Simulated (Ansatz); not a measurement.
**YGeS4: from a guess to a relaxed structure**

Where does this trial cell of YGeS4 go when cell and atoms are let free?

Method: DFT PBE, scalar-relativistic, plane waves, PAW, in Ansatz 0.2.0.

## 1. Starting point

The structure is cubic, space group F-43m (No. 216). The conventional cell has a = 8.020 Å, b = 8.020 Å, c = 8.020 Å, α = 90.00°, β = 90.00°, γ = 90.00°. Y (site symmetry -43m) has 12 S at 3.33 Å and 4 Ge at 3.47 Å as nearest neighbours. Ge (site symmetry -43m) has 12 S at 3.32 Å and 4 Y at 3.47 Å as nearest neighbours. S (site symmetry 3m) is surrounded by 6 S at 2.81 to 2.86 Å and 3 Ge at 3.32 Å and 3 Y at 3.33 Å.

As a file:

```cif
data_structure
_symmetry_space_group_name_H-M 'F-43m'
_symmetry_Int_Tables_number 216
_cell_length_a 8.0203
_cell_length_b 8.0203
_cell_length_c 8.0203
_cell_angle_alpha 90.000
_cell_angle_beta 90.000
_cell_angle_gamma 90.000
_cell_volume 515.91
loop_
_atom_site_label
_atom_site_type_symbol
_atom_site_symmetry_multiplicity
_atom_site_Wyckoff_symbol
_atom_site_fract_x
_atom_site_fract_y
_atom_site_fract_z
_atom_site_occupancy
Y1 Y 4 c 0.25000 0.25000 0.25000 1
Ge1 Ge 4 a 0.00000 0.00000 0.00000 1
S1 S 16 e 0.37405 0.12595 0.87405 1
```

A structure generator made this guess: species swapped into a database cell of ErCdNi4 (F-43m, No. 216), with Y on the Er sites, Ge on the Cd sites and S on the Ni sites. Its size is a rough estimate.

## 2. Probe: one point on a coarse mesh

input.yaml reads:

```yaml
crystal:
  lattice:
    - [0.0, 4.01016908, 4.01016908]
    - [4.01016908, 0.0, 4.01016908]
    - [4.01016908, 4.01016908, 0.0]
  atoms:
    - { symbol: "Y", position: [0.75, 0.75, 0.75] }
    - { symbol: Ge, position: [0.0, 0.0, 0.0] }
    - { symbol: S, position: [0.37404976, 0.37404976, 0.37404976] }
    - { symbol: S, position: [0.37404976, 0.87785071, 0.37404976] }
    - { symbol: S, position: [0.87785071, 0.37404976, 0.37404976] }
    - { symbol: S, position: [0.37404976, 0.37404976, 0.87785071] }
basis:
  ecutwfc: 420
kpoints:
  mp_grid: { grid: [4, 4, 4] }
hamiltonian:
  xc: pbe
scf:
  occupations: { method: gaussian, width: 0.1 }
  lower_state_search: "off"
output:
  forces: true
  stress: true
  eigenvalues: true
```

Command:

```bash
ansatz run input.yaml --threads 1 --pin off --max-ram 2048MiB --backend cpu --events-out ev --progress --plain --runs-dir out
```

Standard output (excerpt; [...] marks lines left out):

```text
Warning: RAYON_NUM_THREADS=1 ignored (pool sized by the plan → 1); use --threads N
[...]
Pseudopotentials: kind: paw
Pseudopotential: Y, paw, valence charge 11, recommended cutoff 420 eV (normal), Y.paw.azcp
Pseudopotential: Ge, paw, valence charge 14, recommended cutoff 420 eV (normal), Ge.paw.azcp
Pseudopotential: S, paw, valence charge 6, recommended cutoff 420 eV (normal), S.paw.azcp
Functional definition: PBE
[...]
Crystal: 6 atoms, lattice volume = 128.979 Å³
Basis set: ecut = 420 eV, 2565 PW (Γ), exchange–correlation on 80×80×80 points (8 copies of the dense FFT grid, shifted against one another)
Bands: 31, of which v1, the nominal top of the filled ones, is band 25 counted from 1 (24 counted from 0)
Symmetry: 24 space group operations
Space group: F-43m (ITA 216), of the structure as read, at distance tolerance 5.1e-5 Å
k-points: 8 of 64 (time reversal used)
[...]
SCF iter   1: F=—  HF=-11750.123064 eV  |F-HF|=—  |Δ(HF+E_count)|=         —  Δρ=3.63e-3  dr2=5.05e-2  ethr=1.77e-3  ⟨swp⟩=5.6  Hψ=951  notcnv=0
[...]
SCF iter   7: F=-11750.114038 eV  HF=-11750.114038 eV  |F-HF|=5.82e-9  |Δ(HF+E_count)|=   1.01e-7  Δρ=2.58e-6  dr2=8.39e-9  ethr=2.04e-10  ⟨swp⟩=6.5  Hψ=986  notcnv=0
[...]
SCF converged after 7 iterations
Free energy (F): -11750.114038 eV
[...]
E sigma→0 (E₀):  -11750.092799 eV
Entropy (-TS):   -0.042479 eV (-7.080 meV/atom)
Fermi energy:    8.360294 eV
[...]
--- Forces (eV/Å), atoms counted from 1 ---
  atom   1  Y      0.00000000    -0.00000000     0.00000000
  atom   2  Ge    -0.00000000     0.00000000     0.00000000
  atom   3  S      0.14912069     0.14912069     0.14912069
  atom   4  S     -0.14912069     0.14912069    -0.14912069
  atom   5  S      0.14912069    -0.14912069    -0.14912069
  atom   6  S     -0.14912069    -0.14912069     0.14912069
[...]
--- Stress (GPa, compression-positive) ---
       -6.865821       0.000000       0.000000
        0.000000      -6.865821      -0.000000
        0.000000      -0.000000      -6.865821
  P = ⅓ Tr σ = -6.8658 GPa (-68.658 kbar)
--- Band table (eV; the first three rows and the last of 8) ---
[...]
```

Wall time 2.4 s (1 thread of Arm Neoverse V2, shared host); peak memory 0.34 GiB.

From the probe: pressure -6.9 GPa, largest force 0.26 eV/Å, gap on this mesh none (metal). A guess like this is first relaxed loosely on the coarse mesh.

## 3. Coarse relaxation

Edit input.yaml of step 2 so:

```diff
@@ -25 +25,6 @@
   eigenvalues: true
+relax:
+  adjacent_minimum: "off"
+  f_tol: 0.04
+  max_steps: 70
+  cell: { stress_tol: 0.4 }
```

Command:

```bash
ansatz run input.yaml --threads 1 --pin off --max-ram 2048MiB --backend cpu --events-out ev --progress --plain --runs-dir out
```

Standard output:

```text
Warning: RAYON_NUM_THREADS=1 ignored (pool sized by the plan → 1); use --threads N
Engine: ansatz 0.2.0, aarch64-unknown-linux-gnu
[... 5 set-up lines as earlier in the session ...]
  parameter kappa = 0.804
  parameter beta = 0.06672455060314922
  exchange = pbe_x(kappa = kappa, mu = beta*pi^2/3)
  correlation = pbe_c(beta = beta)
Crystal: 6 atoms, lattice volume = 128.979 Å³
Basis set: ecut = 420 eV, 2565 PW (Γ), exchange–correlation on 80×80×80 points (8 copies of the dense FFT grid, shifted against one another)
Bands: 31, of which v1, the nominal top of the filled ones, is band 25 counted from 1 (24 counted from 0)
[... 2 set-up lines as earlier in the session ...]
k-points: 8 of 64 (time reversal used)
Non-local potential: Y, projectors of the file, l = 0: 3, l = 1: 2, l = 2: 2, l = 3: 1
Non-local potential: Ge, projectors of the file, l = 0: 2, l = 1: 2, l = 2: 3, l = 3: 1
Non-local potential: S, projectors of the file, l = 0: 2, l = 1: 2, l = 2: 2
PAW form: soft (Blöchl's): semilocal exchange-correlation on the pseudo side does not see the compensation charge
PAW one-centre angular grid: Y, 590 points (default); XC on 64 Gauss nodes
PAW one-centre angular grid: Ge, 590 points (default); XC on 64 Gauss nodes
PAW one-centre angular grid: S, 110 points (default); XC on 64 Gauss nodes
Initial density: superposition of atomic densities (neutral atoms: chi_scale 0, normalization atom), corrected by the library's trained network
Initial wavefunctions: pseudopotential atomic-orbital guess
Functional: x = pbe(κ = 0.804, μ = 0.2195149727645171), c = pbe(β = 0.06672455060314922)
SCF iter   1: F=—  HF=-11750.123065 eV  |F-HF|=—  |Δ(HF+E_count)|=         —  Δρ=3.63e-3  dr2=5.05e-2  ethr=1.77e-3  ⟨swp⟩=5.6  Hψ=951  notcnv=0
preconditioner: auto → Kerker (q_TF=auto, 2.322 Å⁻¹)  [metal: Δε(μ)=0.043 eV  Ē_g=7.125 eV  σ=0.100 eV  W_gap=0.24  n_scr=26 (ndim 8)  ℏωp=18.2 eV  f_vac=0.000  D(μ)=8.78/eV (n_scr^D=112)]
SCF iter   2: F=—  HF=-11750.115013 eV  |F-HF|=—  |Δ(HF+E_count)|=   8.05e-3  Δρ=1.79e-3  dr2=1.22e-2  ethr=1.03e-4  ⟨swp⟩=1.2  Hψ=317  notcnv=0
SCF iter   3: F=—  HF=-11750.114085 eV  |F-HF|=—  |Δ(HF+E_count)|=   9.28e-4  Δρ=3.67e-4  dr2=2.09e-4  ethr=2.50e-5  ⟨swp⟩=2.2  Hψ=294  notcnv=0
SCF iter   4: F=—  HF=-11750.114117 eV  |F-HF|=—  |Δ(HF+E_count)|=   3.12e-5  Δρ=2.24e-4  dr2=5.07e-5  ethr=4.27e-7  ⟨swp⟩=2.0  Hψ=432  notcnv=0
SCF iter   5: F=—  HF=-11750.114047 eV  |F-HF|=—  |Δ(HF+E_count)|=   6.99e-5  Δρ=5.69e-5  dr2=3.16e-6  ethr=1.03e-7  ⟨swp⟩=2.0  Hψ=429  notcnv=0
SCF iter   6: F=—  HF=-11750.114038 eV  |F-HF|=—  |Δ(HF+E_count)|=   8.23e-6  Δρ=1.47e-5  dr2=2.49e-7  ethr=6.45e-9  ⟨swp⟩=2.0  Hψ=422  notcnv=0
SCF iter   7: F=-11750.114038 eV  HF=-11750.114038 eV  |F-HF|=5.87e-9  |Δ(HF+E_count)|=   1.00e-7  Δρ=2.58e-6  dr2=8.43e-9  ethr=2.04e-10  ⟨swp⟩=6.5  Hψ=987  notcnv=0
SCF 1 converged in 7 iterations: F = -11750.114038 eV  dr2 = 8.43e-9
relax step   1: F+E_penalty+E_count = -11750.11403849 eV  Δ(F+E_penalty+E_count) = +0.000e0 eV  max|allowed force component| = 1.491e-1 eV/Å  Δτ_max = 0.0000 Å  P = -6.866 GPa  Ω = 128.979 Å³  (7 SCF iters, dr2 threshold 1.00e-7 eV, accepted)
Crystal: 6 atoms, lattice volume = 110.628 Å³
Basis set: ecut = 420 eV, 2109 PW (Γ), exchange–correlation on 80×80×80 points (8 copies of the dense FFT grid, shifted against one another)
Initial density: handed on by an earlier stage of this run
Initial wavefunctions: those handed on with the density
iter 1 solved again at ethr=1.91e-3 eV; its pass at ethr=3.10e-3 eV (dr2=9.34e-1 eV) is discarded
SCF iter   1: F=—  HF=-11750.664664 eV  |F-HF|=—  |Δ(HF+E_count)|=         —  Δρ=1.48e-2  dr2=9.36e-1  ethr=1.91e-3  ⟨swp⟩=1.0  Hψ=1266  notcnv=0
preconditioner: auto → Kerker (q_TF=auto, 2.382 Å⁻¹)  [metal: Δε(μ)=0.071 eV  Ē_g=7.709 eV  σ=0.100 eV  W_gap=0.36  n_scr=26 (ndim 8)  ℏωp=19.7 eV  f_vac=0.000  D(μ)=5.98/eV (n_scr^D=58)]
SCF iter   2: F=—  HF=-11750.520834 eV  |F-HF|=—  |Δ(HF+E_count)|=   1.44e-1  Δρ=4.51e-3  dr2=7.40e-2  ethr=1.91e-3  ⟨swp⟩=2.0  Hψ=303  notcnv=0
SCF iter   3: F=—  HF=-11750.505426 eV  |F-HF|=—  |Δ(HF+E_count)|=   1.54e-2  Δρ=1.99e-3  dr2=6.79e-3  ethr=1.51e-4  ⟨swp⟩=1.5  Hψ=279  notcnv=0
SCF iter   4: F=—  HF=-11750.503847 eV  |F-HF|=—  |Δ(HF+E_count)|=   1.58e-3  Δρ=5.46e-4  dr2=2.50e-4  ethr=1.39e-5  ⟨swp⟩=2.2  Hψ=437  notcnv=0
SCF iter   5: F=—  HF=-11750.503700 eV  |F-HF|=—  |Δ(HF+E_count)|=   1.47e-4  Δρ=1.74e-4  dr2=2.71e-5  ethr=5.11e-7  ⟨swp⟩=2.0  Hψ=432  notcnv=0
SCF iter   6: F=—  HF=-11750.503696 eV  |F-HF|=—  |Δ(HF+E_count)|=   3.73e-6  Δρ=7.16e-5  dr2=3.76e-6  ethr=5.53e-8  ⟨swp⟩=2.0  Hψ=424  notcnv=0
SCF iter   7: F=-11750.503698 eV  HF=-11750.503698 eV  |F-HF|=1.23e-8  |Δ(HF+E_count)|=   1.87e-6  Δρ=1.29e-5  dr2=2.09e-7  ethr=1.22e-9  ⟨swp⟩=6.1  Hψ=1039  notcnv=0
SCF 2 converged in 7 iterations: F = -11750.503698 eV  dr2 = 2.09e-7
relax step   2: F+E_penalty+E_count = -11750.50369775 eV  Δ(F+E_penalty+E_count) = -3.897e-1 eV  max|allowed force component| = 8.400e-2 eV/Å  Δτ_max = 0.0350 Å  P = +1.567 GPa  Ω = 110.628 Å³  energy of the carried Pulay correction = +1.005e-3 eV  (7 SCF iters, dr2 threshold 6.00e-7 eV, accepted)
Crystal: 6 atoms, lattice volume = 113.627 Å³
Basis set: ecut = 420 eV, 2229 PW (Γ), exchange–correlation on 80×80×80 points (8 copies of the dense FFT grid, shifted against one another)
iter 1 solved again at ethr=7.71e-5 eV; its pass at ethr=3.10e-3 eV (dr2=3.78e-2 eV) is discarded
SCF iter   1: F=—  HF=-11750.522511 eV  |F-HF|=—  |Δ(HF+E_count)|=         —  Δρ=2.96e-3  dr2=3.79e-2  ethr=7.71e-5  ⟨swp⟩=1.0  Hψ=1203  notcnv=0
preconditioner: auto → Kerker (q_TF=auto, 2.371 Å⁻¹)  [metal: Δε(μ)=0.084 eV  Ē_g=7.713 eV  σ=0.100 eV  W_gap=0.40  n_scr=26 (ndim 8)  ℏωp=19.4 eV  f_vac=0.000  D(μ)=5.80/eV (n_scr^D=58)]
SCF iter   2: F=—  HF=-11750.517180 eV  |F-HF|=—  |Δ(HF+E_count)|=   5.33e-3  Δρ=8.59e-4  dr2=2.25e-3  ethr=7.71e-5  ⟨swp⟩=1.1  Hψ=249  notcnv=0
SCF iter   3: F=—  HF=-11750.516694 eV  |F-HF|=—  |Δ(HF+E_count)|=   4.87e-4  Δρ=4.63e-4  dr2=4.79e-4  ethr=4.59e-6  ⟨swp⟩=1.9  Hψ=289  notcnv=0
SCF iter   4: F=—  HF=-11750.516613 eV  |F-HF|=—  |Δ(HF+E_count)|=   8.10e-5  Δρ=1.47e-4  dr2=2.17e-5  ethr=9.77e-7  ⟨swp⟩=2.1  Hψ=429  notcnv=0
SCF iter   5: F=—  HF=-11750.516599 eV  |F-HF|=—  |Δ(HF+E_count)|=   1.35e-5  Δρ=4.87e-5  dr2=1.67e-6  ethr=4.42e-8  ⟨swp⟩=2.0  Hψ=430  notcnv=0
SCF iter   6: F=-11750.516600 eV  HF=-11750.516600 eV  |F-HF|=1.18e-8  |Δ(HF+E_count)|=   5.60e-7  Δρ=8.15e-6  dr2=5.84e-8  ethr=1.22e-9  ⟨swp⟩=5.2  Hψ=961  notcnv=0
SCF 3 converged in 6 iterations: F = -11750.516600 eV  dr2 = 5.84e-8
relax step   3: F+E_penalty+E_count = -11750.51659972 eV  Δ(F+E_penalty+E_count) = -1.290e-2 eV  max|allowed force component| = 1.764e-2 eV/Å  Δτ_max = 0.0124 Å  P = -0.399 GPa  Ω = 113.627 Å³  energy of the carried Pulay correction = +8.305e-4 eV  (6 SCF iters, dr2 threshold 6.00e-7 eV, accepted)
Initial wavefunctions: pseudopotential atomic-orbital guess (no wavefunctions were taken with the density)
iter 1 solved again at ethr=1.43e-7 eV; its pass at ethr=3.10e-3 eV (dr2=7.02e-5 eV) is discarded
SCF iter   1: F=—  HF=-11750.515691 eV  |F-HF|=—  |Δ(HF+E_count)|=         —  Δρ=4.23e-5  dr2=4.07e-7  ethr=1.43e-7  ⟨swp⟩=3.0  Hψ=1621  notcnv=0
preconditioner: auto → Kerker (q_TF=auto, 2.371 Å⁻¹)  [metal: Δε(μ)=0.114 eV  Ē_g=7.683 eV  σ=0.100 eV  W_gap=0.49  n_scr=26 (ndim 8)  ℏωp=19.4 eV  f_vac=0.000  D(μ)=5.67/eV (n_scr^D=58)]
SCF iter   2: F=—  HF=-11750.515717 eV  |F-HF|=—  |Δ(HF+E_count)|=   2.66e-5  Δρ=3.53e-5  dr2=6.87e-7  ethr=8.30e-10  ⟨swp⟩=2.0  Hψ=430  notcnv=0
SCF iter   3: F=—  HF=-11750.515718 eV  |F-HF|=—  |Δ(HF+E_count)|=   3.06e-7  Δρ=1.39e-5  dr2=1.04e-7  ethr=8.30e-10  ⟨swp⟩=2.0  Hψ=423  notcnv=0
SCF iter   4: F=—  HF=-11750.515718 eV  |F-HF|=—  |Δ(HF+E_count)|=   1.29e-8  Δρ=2.37e-6  dr2=7.05e-9  ethr=2.12e-10  ⟨swp⟩=2.0  Hψ=410  notcnv=0
SCF iter   5: F=-11750.515718 eV  HF=-11750.515718 eV  |F-HF|=1.64e-11  |Δ(HF+E_count)|=  7.71e-10  Δρ=8.20e-7  dr2=9.66e-10  ethr=7.84e-12  ⟨swp⟩=4.0  Hψ=738  notcnv=0
SCF 4 converged in 5 iterations: F = -11750.515718 eV  dr2 = 9.66e-10
relax step   4: F+E_penalty+E_count = -11750.51571775 eV  Δ(F+E_penalty+E_count) = +8.820e-4 eV  max|allowed force component| = 1.763e-2 eV/Å  Δτ_max = 0.0000 Å  P = -0.397 GPa  Ω = 113.627 Å³  stress off target by 3.97e-1 GPa  SCF on the basis re-selected at this cell (its energy is not comparable with the rows above)  (5 SCF iters)
basis re-selected at this cell: Δ(F+E_penalty+E_count) = +8.820e-4 eV, ΔP = +0.001 GPa vs the last step (what re-selecting the basis moved, of the pressure what is left beyond the Pulay correction that the steps carried, after the strain that the cell walked since its last selection, with what the two solves' SCF thresholds leave and, on support functions, any second-order correction that the steps lacked; it is no measure of the basis error at this ecutwfc). This SCF's stress stands 3.97e-1 GPa from its target on what of the cell is left free (relax.cell.stress_tol is 4.00e-1 GPa) and its largest allowed force component is 1.76e-2 eV/Å (relax.f_tol is 4.00e-2 eV/Å): within both
SCF converged after 5 iterations
Free energy (F): -11750.515718 eV
Harris-Foulkes:  -11750.515718 eV  (|F-HF|=1.64e-11)
Internal energy: -11750.487392 eV  (E = F + TS)
E sigma→0 (E₀):  -11750.501555 eV
Entropy (-TS):   -0.028326 eV (-4.721 meV/atom)
Fermi energy:    10.102924 eV
--- Per-component energies (eV) ---
  E_band       = -179.617719
  E_kinetic    = 833.436205
  E_local      = -3204.326635  (includes V_loc(G=0)·N_el)
  E_nonlocal   = 580.479957
  E_hartree    = 1298.370952
  E_xc         = -634.641447
  E_vxc        = -609.925027  (∫ρ·V_xc dr)
  E_paw        = -7240.425310  (= ΣΔE_a)
  E_vpaw       = -376.025101  (= ΣTr[D̂ρ^β])
  E_aug_tail   = 0.000287  (compensation charges beyond the density's cutoff)
  E_ewald      = -3383.381401
  E_smearing   = -0.028326  (= −TS)
  E_closure    = 0.000000  (closes the sum)
  Σ components = -11750.515718   (vs F -11750.515718, Δ=0.00e0)
--- Forces (eV/Å), atoms counted from 1 ---
  atom   1  Y      0.00000000    -0.00000000    -0.00000000
  atom   2  Ge    -0.00000000     0.00000000     0.00000000
  atom   3  S      0.01763030     0.01763030     0.01763030
  atom   4  S     -0.01763030     0.01763030    -0.01763030
  atom   5  S      0.01763030    -0.01763030    -0.01763030
  atom   6  S     -0.01763030    -0.01763030     0.01763030
  max |Σ_I F_I| component: 4.86e-17 eV/Å
--- Stress (GPa, compression-positive) ---
       -0.397479       0.000000       0.000000
        0.000000      -0.397479      -0.000000
        0.000000      -0.000000      -0.397479
  P = ⅓ Tr σ = -0.3975 GPa (-3.975 kbar)
--- Band table (eV; the first three rows and the last of 8) ---
  k-point 0: bands = ["-33.6297", "-15.0053", "-15.0053", "-15.0053", "-14.9986", "-14.9986", "-13.5654", "-13.5654", "-13.5654", "-5.9925", "-1.8919", "-1.8919", "-1.8919", "1.7424", "2.6788", "3.9539", "3.9539", "3.9539", "5.2894", "5.2894", "9.4943", "9.4943", "9.4943", "10.7303", "10.7303", "10.7303", "12.1513", "12.1513", "12.1513", "12.9007", "13.2417"]
  k-point 1: bands = ["-33.6296", "-15.0050", "-15.0050", "-15.0044", "-14.9987", "-14.9987", "-13.5759", "-13.5666", "-13.5666", "-5.6781", "-2.7806", "-1.9560", "-1.9560", "1.7880", "3.0048", "4.2448", "4.2448", "5.2397", "5.5558", "5.5558", "8.8863", "8.9949", "8.9949", "10.3478", "10.3478", "10.3550", "10.7644", "11.7783", "11.7783", "13.1441", "13.3637"]
  k-point 2: bands = ["-33.6295", "-15.0047", "-15.0047", "-15.0035", "-14.9987", "-14.9987", "-13.5863", "-13.5677", "-13.5677", "-5.1701", "-3.6952", "-2.0173", "-2.0173", "1.5556", "3.7443", "4.4733", "4.4733", "6.5020", "6.5020", "7.0624", "7.2955", "7.2955", "7.3702", "10.2765", "10.7992", "11.0331", "11.0331", "11.5708", "11.5708", "12.1400", "12.9824"]
  k-point 7: bands = ["-33.6294", "-15.0044", "-15.0041", "-15.0032", "-14.9990", "-14.9987", "-13.5795", "-13.5772", "-13.5728", "-4.4888", "-4.3746", "-2.2105", "-2.2066", "1.5520", "4.4149", "4.6767", "4.7165", "6.6280", "6.6421", "6.9742", "7.1574", "7.3154", "9.1303", "9.3984", "9.5689", "10.2049", "10.4279", "11.3224", "11.9271", "12.6077", "12.7581"]
--- Relaxed structure (3 steps of the walk, 3 accepted, 1 SCFs on fresh bases) ---
  F+E_penalty+E_count = -11750.51571775 eV   max|allowed force component| = 1.763e-2 eV/Å   (the final SCF, on the basis selected at the relaxed cell)
  cell:  # Å, volume = 113.6270 Å³
    - [-5.095372032895593e-34, 3.8442987817567853, 3.8442987817567853]
    - [3.8442987817567853, -4.993464592237679e-33, 3.8442987817567853]
    - [3.8442987817567853, 3.8442987817567853, -7.337335727369651e-33]
  atoms:
    - { symbol: Y, position: [0.7499999999999999, 0.7499999999999999, 0.7499999999999999] }
    - { symbol: Ge, position: [2.3327912766980243e-17, 2.3255815911819844e-17, 2.3039525346338654e-17] }
    - { symbol: S, position: [0.3756808474862534, 0.3756808474862534, 0.3756808474862534] }
    - { symbol: S, position: [0.3756808474862534, 0.87295745754124, 0.3756808474862533] }
    - { symbol: S, position: [0.87295745754124, 0.3756808474862534, 0.3756808474862533] }
    - { symbol: S, position: [0.3756808474862534, 0.3756808474862534, 0.87295745754124] }
```

Wall time 11 s (1 thread of Arm Neoverse V2, shared host); peak memory 0.36 GiB.

The steps of the relaxation:

| step | energy from step 1 (eV/cell) | largest force component (eV/Å) | pressure (GPa) | volume (Å³) |
| --- | --- | --- | --- | --- |
| 1 | 0.0000 | 0.1491 | -6.87 | 128.98 |
| 2 | -0.3897 | 0.0840 | 1.57 | 110.63 |
| 3 | -0.4026 | 0.0176 | -0.40 | 113.63 |
| 4 | -0.4017 | 0.0176 | -0.40 | 113.63 |

Step 1 is the start. Step 4 repeats the geometry before it on a plane-wave basis chosen anew for that cell, so its energy need not be comparable with the rows above.

Lengths and angles in the start's conventional setting:

|  | before | after | change |
| --- | --- | --- | --- |
| a (Å) | 8.020 | 7.689 | -4.1 % |
| b (Å) | 8.020 | 7.689 | -4.1 % |
| c (Å) | 8.020 | 7.689 | -4.1 % |
| volume (Å³/atom) | 21.50 | 18.94 | -11.9 % |
| shortest distance (Å) | 2.814 | 2.704 | -3.9 % |
| space group (0.01 Å) | F-43m | F-43m | same |

Forces and stress were held to the start's 24 operations: a distortion of lower symmetry was not tested.

[end of part 1 of 2]
